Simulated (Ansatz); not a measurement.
Which YAML input does this script hand to the engine? (Ansatz 0.2.0 through its Python package)

Script `deck.py`:
```python
"""Single point of HfSiSe through the engine session."""

import json
import warnings

import ansatz
import numpy as np

warnings.simplefilter("ignore", ansatz.DeckWarning)

inputs = {
    "crystal": {
        "lattice": [[3.63, 0.0, 0.0], [0.0, 3.63, 0.0], [0.0, 0.0, 8.32]],
        "atoms": [
            {"symbol": "Hf", "position": [0.0, 0.5, 0.259]},
            {"symbol": "Hf", "position": [0.5, 0.0, 0.741]},
            {"symbol": "Si", "position": [0.0, 0.0, 0.0]},
            {"symbol": "Si", "position": [0.5, 0.5, 0.0]},
            {"symbol": "Se", "position": [0.0, 0.5, 0.615]},
            {"symbol": "Se", "position": [0.5, 0.0, 0.385]},
        ],
    },
    "kpoints": {"mp_grid": {"kspacing": 0.3}},
    "hamiltonian": {"xc": "pbesol"},
    "scf": {"occupations": {"method": "gaussian", "width": 0.15}},
    "basis": {"ecutwfc": "16 Ha"},
    "output": {"forces": True, "stress": True, "eigenvalues": True},
}

planned = ansatz.Session.from_dict(inputs).plan(threads=1, pin="off")
result = planned.execute()
report = result.report

print(f"free energy      {report['free_energy_ev']:.5f} eV")
print(f"per atom         {report['free_energy_ev'] / len(result.lattice.sites):.5f} eV")
print(f"SCF iterations   {report['n_iterations']}  (converged: {report['converged']})")

# forces, one row an atom
forces = np.array(report["forces_ev_ang"])
norms = np.linalg.norm(forces, axis=1)
print("largest force {:.4f} eV/A on atom {}".format(norms.max(), norms.argmax()))
print(np.array2string(forces, precision=4, suppress_small=True))

fermi = report["fermi_energy_ev"]
print("levels less the Fermi level (eV) at the first k-points")
for k, levels in list(zip(report["kpoints_frac"], report["eigenvalues_ev"]))[:3]:
    print("k = ({:.3f}, {:.3f}, {:.3f})".format(*k))
    print("   ", " ".join(f"{e - fermi:.3f}" for e in levels))

edges = report.get("band_edges_ev")
if edges:
    print(f"band edges on the mesh: {edges[0]:.3f} and {edges[1]:.3f} eV, gap {edges[1] - edges[0]:.3f} eV")
else:
    print("no band edges reported (a metal, or a gap too narrow for this smearing); Fermi level", round(report["fermi_energy_ev"], 3), "eV")

keep = ["free_energy_ev", "energy_sigma0_ev", "fermi_energy_ev", "n_iterations", "converged", "magnetization_mub", "n_kpoints"]
with open("hfsise.json", "w") as handle:
    json.dump({key: report[key] for key in keep}, handle, indent=1)
```

```console
$ python deck.py
free energy      -43293.86679 eV
per atom         -7215.64446 eV
SCF iterations   7  (converged: True)
largest force 0.3664 eV/A on atom 0
[[ 0.      0.     -0.3664]
 [ 0.      0.      0.3664]
 [ 0.      0.     -0.    ]
 [ 0.      0.      0.    ]
 [ 0.      0.      0.3648]
 [ 0.      0.     -0.3648]]
levels less the Fermi level (eV) at the first k-points
k = (0.000, 0.000, 0.000)
    -62.608 -62.608 -48.409 -48.406 -48.401 -48.400 -48.394 -48.394 -48.391 -48.391 -48.391 -48.389 -31.286 -31.265 -31.247 -31.247 -31.245 -31.245 -15.405 -13.670 -12.613 -12.613 -12.613 -12.613 -12.596 -12.594 -12.593 -12.589 -12.588 -12.586 -12.586 -12.583 -12.583 -12.555 -11.476 -5.711 -5.509 -3.781 -3.781 -3.194 -2.476 -2.476 -2.051 -1.608 -1.608 -1.066 -0.205 0.770 1.565 1.565 1.791 2.012 2.281 3.969 4.688 4.688
k = (0.000, 0.000, 0.333)
    -62.608 -62.608 -48.409 -48.406 -48.401 -48.400 -48.394 -48.394 -48.391 -48.391 -48.391 -48.389 -31.282 -31.269 -31.246 -31.246 -31.245 -31.245 -15.373 -13.749 -12.613 -12.613 -12.613 -12.613 -12.595 -12.594 -12.594 -12.589 -12.588 -12.585 -12.585 -12.584 -12.584 -12.562 -11.400 -6.421 -4.176 -3.749 -3.749 -3.127 -2.585 -2.585 -2.330 -2.212 -1.541 -1.541 0.327 1.102 1.717 1.717 1.843 1.953 2.056 3.701 4.308 4.308
k = (0.000, 0.167, 0.000)
    -62.607 -62.607 -48.409 -48.406 -48.401 -48.399 -48.394 -48.394 -48.391 -48.391 -48.391 -48.389 -31.283 -31.280 -31.276 -31.262 -31.243 -31.241 -15.172 -13.575 -12.614 -12.613 -12.610 -12.609 -12.594 -12.594 -12.591 -12.590 -12.590 -12.589 -12.586 -12.586 -12.583 -12.551 -11.210 -6.162 -5.454 -4.936 -3.722 -3.695 -3.261 -2.334 -2.061 -1.744 -1.337 -0.992 0.573 0.927 1.014 1.963 2.028 2.752 3.208 3.271 4.457 4.561
no band edges reported (a metal, or a gap too narrow for this smearing); Fermi level 15.42 eV
```

`input.yaml`:
```yaml
crystal:
  lattice:
    - [3.63, 0.0, 0.0]
    - [0.0, 3.63, 0.0]
    - [0.0, 0.0, 8.32]
  atoms:
    - { symbol: Hf, position: [0.0, 0.5, 0.259] }
    - { symbol: Hf, position: [0.5, 0.0, 0.741] }
    - { symbol: Si, position: [0.0, 0.0, 0.0] }
    - { symbol: Si, position: [0.5, 0.5, 0.0] }
    - { symbol: Se, position: [0.0, 0.5, 0.615] }
    - { symbol: Se, position: [0.5, 0.0, 0.385] }
kpoints:
  mp_grid: { kspacing: 0.3 }
hamiltonian:
  xc: pbesol
scf:
  occupations: { method: gaussian, width: 0.15 }
basis:
  ecutwfc: "16 Ha"
output:
  forces: true
  stress: true
  eigenvalues: true
```

Launched from the shell:
```console
$ ansatz run input.yaml --threads 1 --pin off --max-ram 3072MiB --backend cpu --events-out ev --progress --plain --runs-dir out
Engine: ansatz 0.2.0, x86_64-unknown-linux-gnu
Pseudopotentials: kind: paw
Pseudopotential: Hf, paw, valence charge 26, recommended cutoff 420 eV (normal), Hf.paw.azcp
Pseudopotential: Si, paw, valence charge 4, recommended cutoff 420 eV (normal), Si.paw.azcp
Pseudopotential: Se, paw, valence charge 16, recommended cutoff 420 eV (normal), Se.paw.azcp
Functional definition: PBEsol
  exchange = pbesol_x
  correlation = pbesol_c
Crystal: 6 atoms, lattice volume = 109.632 Å³
Basis set: ecut = 435.382179935808 eV, 2253 PW (Γ), exchange–correlation on 50×50×120 points (8 copies of the dense FFT grid, shifted against one another)
Bands: 56, of which v1, the nominal top of the filled ones, is band 46 counted from 1 (45 counted from 0)
Symmetry: 16 space group operations
Space group: P4/nmm (ITA 129), of the structure as read, at distance tolerance 4.8e-5 Å
k-points: 20 of 108
Non-local potential: Hf, projectors of the file, l = 0: 3, l = 1: 2, l = 2: 2, l = 3: 3
Non-local potential: Si, projectors of the file, l = 0: 2, l = 1: 2, l = 2: 2
Non-local potential: Se, projectors of the file, l = 0: 2, l = 1: 2, l = 2: 3, l = 3: 1
PAW form: soft (Blöchl's): semilocal exchange-correlation on the pseudo side does not see the compensation charge
PAW frozen core: Hf, regenerated for the run's functional, and the local potential with it (the file was generated under x = pbe(κ = 0.804, μ = 0.2195149727645171), c = pbe(β = 0.06672455060314922))
PAW frozen core: Si, regenerated for the run's functional, and the local potential with it (the file was generated under x = pbe(κ = 0.804, μ = 0.2195149727645171), c = pbe(β = 0.06672455060314922))
PAW frozen core: Se, regenerated for the run's functional, and the local potential with it (the file was generated under x = pbe(κ = 0.804, μ = 0.2195149727645171), c = pbe(β = 0.06672455060314922))
PAW one-centre angular grid: Hf, 590 points (default); XC on 64 Gauss nodes
PAW one-centre angular grid: Si, 110 points (default); XC on 64 Gauss nodes
PAW one-centre angular grid: Se, 590 points (default); XC on 64 Gauss nodes
Initial density: superposition of atomic densities (neutral atoms: chi_scale 0, normalization atom), corrected by the library's trained network
Initial wavefunctions: pseudopotential atomic-orbital guess
Functional: x = pbesol(κ = 0.804, μ = 0.12345679012345678), c = pbesol(β = 0.046)
SCF iter   1: F=—  HF=-43293.879709 eV  |F-HF|=—  |Δ(HF+E_count)|=         —  Δρ=5.58e-3  dr2=8.01e-2  ethr=1.77e-3  ⟨swp⟩=5.5  Hψ=3750  notcnv=0
preconditioner: auto → Resta (q_TF=auto, 2.650 Å⁻¹)  ε∞=5.9  [insulator: Δε(μ)=0.167 eV  Ē_g=11.963 eV  σ=0.150 eV  W_gap=0.56  n_scr=38 (ndim 8)  ℏωp=26.5 eV  f_vac=0.000  D(μ)=0.91/eV (n_scr^D=2)  ε∞_Penn≈5.9]
SCF iter   2: F=—  HF=-43293.869635 eV  |F-HF|=—  |Δ(HF+E_count)|=   1.01e-2  Δρ=3.04e-3  dr2=1.91e-2  ethr=8.71e-5  ⟨swp⟩=1.0  Hψ=1300  notcnv=0
SCF iter   3: F=—  HF=-43293.866901 eV  |F-HF|=—  |Δ(HF+E_count)|=   2.73e-3  Δρ=6.16e-4  dr2=5.74e-4  ethr=2.08e-5  ⟨swp⟩=2.0  Hψ=1285  notcnv=0
automatic band count: iteration 3 solves 54 bands in place of 56: the levels show a gap, and the empty bands left out lie too high to hold charge; the band table lists the bands solved (type scf.n_extra_bands for more)
SCF iter   4: F=—  HF=-43293.866809 eV  |F-HF|=—  |Δ(HF+E_count)|=   9.24e-5  Δρ=1.89e-4  dr2=2.44e-5  ethr=6.24e-7  ⟨swp⟩=4.5  Hψ=2850  notcnv=0  defer=22
automatic band count: iteration 4 solves 56 bands in place of 54: the levels no longer show a gap clear of their residuals, so the SCF keeps every band
SCF iter   5: F=—  HF=-43293.866791 eV  |F-HF|=—  |Δ(HF+E_count)|=   1.73e-5  Δρ=7.25e-5  dr2=4.34e-6  ethr=2.66e-8  ⟨swp⟩=2.0  Hψ=2222  notcnv=0  defer=22
SCF iter   6: F=—  HF=-43293.866790 eV  |F-HF|=—  |Δ(HF+E_count)|=   1.16e-6  Δρ=1.80e-5  dr2=3.87e-7  ethr=4.72e-9  ⟨swp⟩=2.0  Hψ=1976  notcnv=0  defer=22
SCF iter   7: F=-43293.866790 eV  HF=-43293.866790 eV  |F-HF|=2.14e-8  |Δ(HF+E_count)|=   5.31e-7  Δρ=7.33e-6  dr2=4.26e-8  ethr=1.09e-10  ⟨swp⟩=10.4  Hψ=5931  notcnv=0
SCF 1 converged in 7 iterations: F = -43293.866790 eV  dr2 = 4.26e-8
  greatest PAW one-centre occupation: 1.000 electrons in one spin orbital (limit 2), on the Se atom at site 5 (counted from 0), in its partial waves of l = 2
SCF converged after 7 iterations
Free energy (F): -43293.866790 eV
Harris-Foulkes:  -43293.866790 eV  (|F-HF|=2.14e-8)
Internal energy: -43293.856031 eV  (E = F + TS)
E sigma→0 (E₀):  -43293.861410 eV
Entropy (-TS):   -0.010759 eV (-1.793 meV/atom)
Fermi energy:    15.419765 eV
--- Per-component energies (eV) ---
  E_band       = -687.905512
  E_kinetic    = 1166.167281
  E_local      = -17748.082940  (includes V_loc(G=0)·N_el)
  E_nonlocal   = -3612.827293
  E_hartree    = 8527.180495
  E_xc         = -913.959706
  E_vxc        = -825.576674  (∫ρ·V_xc dr)
  E_paw        = -18344.534263  (= ΣΔE_a)
  E_vpaw       = 3278.054199  (= ΣTr[D̂ρ^β])
  E_aug_tail   = -0.001104  (compensation charges beyond the density's cutoff)
  E_ewald      = -12372.380708
  E_core_change = 4.582205  (= ΣΔE_core)
  E_smearing   = -0.010759  (= −TS)
  E_closure    = -0.000000  (closes the sum)
  Σ components = -43293.866790   (vs F -43293.866790, Δ=0.00e0)
--- Forces (eV/Å), atoms counted from 1 ---
  atom   1  Hf     0.00000000     0.00000000    -0.36636252
  atom   2  Hf     0.00000000     0.00000000     0.36636252
  atom   3  Si     0.00000000     0.00000000    -0.00000000
  atom   4  Si     0.00000000     0.00000000     0.00000000
  atom   5  Se     0.00000000     0.00000000     0.36483442
  atom   6  Se     0.00000000     0.00000000    -0.36483442
  max |Σ_I F_I| component: 0.00e0 eV/Å
--- Stress (GPa, compression-positive) ---
       -4.880237       0.000000       0.000000
        0.000000      -4.880237       0.000000
        0.000000       0.000000      -5.896551
  P = ⅓ Tr σ = -5.2190 GPa (-52.190 kbar)
--- Band table (eV; the first three rows and the last of 20) ---
  k-point 0: bands = ["-47.1885", "-47.1883", "-32.9889", "-32.9858", "-32.9816", "-32.9798", "-32.9746", "-32.9746", "-32.9712", "-32.9712", "-32.9712", "-32.9691", "-15.8665", "-15.8451", "-15.8269", "-15.8269", "-15.8248", "-15.8248", "0.0144", "1.7500", "2.8069", "2.8069", "2.8071", "2.8071", "2.8238", "2.8261", "2.8269", "2.8308", "2.8317", "2.8336", "2.8336", "2.8367", "2.8367", "2.8643", "3.9442", "9.7086", "9.9111", "11.6390", "11.6390", "12.2257", "12.9433", "12.9433", "13.3691", "13.8116", "13.8116", "14.3538", "15.2146", "16.1897", "16.9850", "16.9850", "17.2103", "17.4314", "17.7004", "19.3886", "20.1081", "20.1081"]
  k-point 1: bands = ["-47.1884", "-47.1884", "-32.9889", "-32.9858", "-32.9816", "-32.9798", "-32.9746", "-32.9746", "-32.9712", "-32.9712", "-32.9712", "-32.9691", "-15.8619", "-15.8497", "-15.8266", "-15.8266", "-15.8252", "-15.8252", "0.0463", "1.6709", "2.8070", "2.8070", "2.8071", "2.8071", "2.8243", "2.8256", "2.8263", "2.8311", "2.8315", "2.8344", "2.8344", "2.8360", "2.8360", "2.8574", "4.0199", "8.9990", "11.2440", "11.6711", "11.6711", "12.2924", "12.8351", "12.8351", "13.0896", "13.2079", "13.8789", "13.8789", "15.7471", "16.5218", "17.1370", "17.1370", "17.2628", "17.3731", "17.4753", "19.1210", "19.7277", "19.7277"]
  k-point 2: bands = ["-47.1877", "-47.1876", "-32.9889", "-32.9862", "-32.9812", "-32.9797", "-32.9744", "-32.9743", "-32.9715", "-32.9713", "-32.9710", "-32.9692", "-15.8635", "-15.8599", "-15.8557", "-15.8424", "-15.8233", "-15.8215", "0.2481", "1.8445", "2.8054", "2.8069", "2.8100", "2.8103", "2.8254", "2.8262", "2.8288", "2.8295", "2.8301", "2.8311", "2.8334", "2.8340", "2.8367", "2.8686", "4.2101", "9.2575", "9.9658", "10.4841", "11.6976", "11.7247", "12.1588", "13.0861", "13.3590", "13.6756", "14.0829", "14.4281", "15.9929", "16.3464", "16.4334", "17.3829", "17.4480", "18.1716", "18.6276", "18.6906", "19.8765", "19.9811"]
  k-point 19: bands = ["-47.1821", "-47.1821", "-32.9879", "-32.9879", "-32.9788", "-32.9788", "-32.9753", "-32.9753", "-32.9711", "-32.9711", "-32.9695", "-32.9695", "-15.9345", "-15.9345", "-15.9323", "-15.9323", "-15.8246", "-15.8246", "1.7849", "1.7849", "2.8113", "2.8113", "2.8114", "2.8114", "2.8249", "2.8249", "2.8283", "2.8283", "2.8318", "2.8318", "2.8403", "2.8403", "2.8837", "2.8837", "8.2311", "8.2311", "8.9818", "8.9818", "9.3777", "9.3777", "11.6219", "11.6219", "11.6257", "11.6257", "13.2828", "13.2828", "16.4984", "16.4984", "18.7969", "18.7969", "19.0178", "19.0178", "19.0629", "19.0629", "20.4433", "20.4433"]
```

Reading the output:
- Absolute energies stand on the zero of these potentials, so only differences at equal settings mean something.
- No spin polarisation was allowed.
- The computed bands are complete only to about 3.6 eV above the Fermi level.
- An absolute Fermi energy rests on an arbitrary zero of the periodic potential and has no direct meaning.
- At these settings the cell as given stands under about -5 GPa, so it isn't at this functional's equilibrium volume.
- The structure is a deposited one; some such entries were measured under pressure or heat, so a shift against it needn't be the functional's error alone.
- Levels are Kohn-Sham eigenvalues on this mesh, without spin-orbit coupling.
- Finished in 3.2 s on 1 thread of AMD EPYC 9R45 96-Core Processor (Zen 5), with other jobs on the host, peak memory 0.51 GiB.

(Lines on the test bed's own set-up are left out of the output.)
